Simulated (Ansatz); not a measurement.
# AuGe+ (triplet): the correlation ladder, def2-SVP

The task here is to estimate one member of a computed series from the others.

Computed with Ansatz 0.2.0, Gaussian basis. Level: def2-SVP, core rule «outside noble gas», up to 18 orbitals frozen.

Plan: UHF; CCSD(T) on ROHF; CCSD(T) on UHF; CISD; CCSDT(Q) on ROHF; CCSDT(Q) on UHF; CASSCF and MRCISD+Q, 14 electrons in 10 orbitals; CASSCF and NEVPT2, 14 electrons in 10 orbitals.

7 further runs of the same task are left out: 4 that didn't finish, 3 set aside as unsound or not needed.

**The geometry**

The geometry is a PBE0/def2-TZVP stationary point (not a proven minimum) of the parent state, kept for this charge and spin. No spin-orbit coupling is included. Elements past krypton take def2 core potentials. The filled d shell of Ge may be among the frozen orbitals whatever the setting's name suggests; the logs give the count.

2 atoms, charge 1, spin multiplicity 3.

Atoms are counted from 1 here; the program's logs count them from 0.

Bond lengths: Au1–Ge2 2.295 Å.

The first run:

File in.yaml:

```yaml
crystal:
  periodic: [false, false, false]
  atoms:
    - {symbol: Au, position_ang: [0.000000, 0.000000, 0.000000]}
    - {symbol: Ge, position_ang: [0.000000, 0.000000, 2.295000]}
basis:
  gaussian: {orbitals: def2-SVP}
total_charge: 1
magnetization: {spin_polarized: true, initial_magnetization: 2}
hamiltonian: {xc: hf}
output: {orbitals: {seedname: orbitals}}
```

On the command line:

```sh
$ ansatz run in.yaml --threads 1 --pin off --events-out ev --progress --plain --max-ram 2393MiB
```

Among the steps run: UHF; CCSD(T) on ROHF; CCSD(T) on UHF; CISD; CCSDT(Q) on ROHF; CCSDT(Q) on UHF; CASSCF and MRCISD+Q, 14 electrons in 10 orbitals; CASSCF and NEVPT2, 14 electrons in 10 orbitals.

One of the session's tables, all rows but one given; the rest of the session is left out.

It belongs to the step «Misses and costs». 

| method | from UCCSDT(Q) (kcal/mol) |
| --- | --- |
| ROHF | +195.85 |
| UHF | +192.19 |
| RMP2 | +6.39 |
| UMP2 | +5.82 |
| CISD | ? |
| RCCSD | +5.87 |
| UCCSD | +5.54 |
| RCCSD(T) | +0.85 |
| UCCSD(T) | +0.59 |
| RCCSDT | +0.44 |
| UCCSDT | +0.19 |
| RCCSDT(Q) | +0.36 |
| UCCSDT(Q) | 0 |
| CASSCF valence | +177.15 |
| NEVPT2 valence | +18.97 |
| MRCISD valence | +16.98 |
| MRCISD+Q valence | +3.34 |

Estimate the missing values for CISD.

The run gave: from UCCSDT(Q) (kcal/mol): +22.76. In the column «from UCCSDT(Q) (kcal/mol)» it lies between NEVPT2 valence (+18.97) and CASSCF valence (+177.15).

Limits of these values: Restricted and unrestricted rows rest on different reference determinants; where their highest levels disagree by more than a few hundredths of an eV, they describe different states and don't form one ladder.
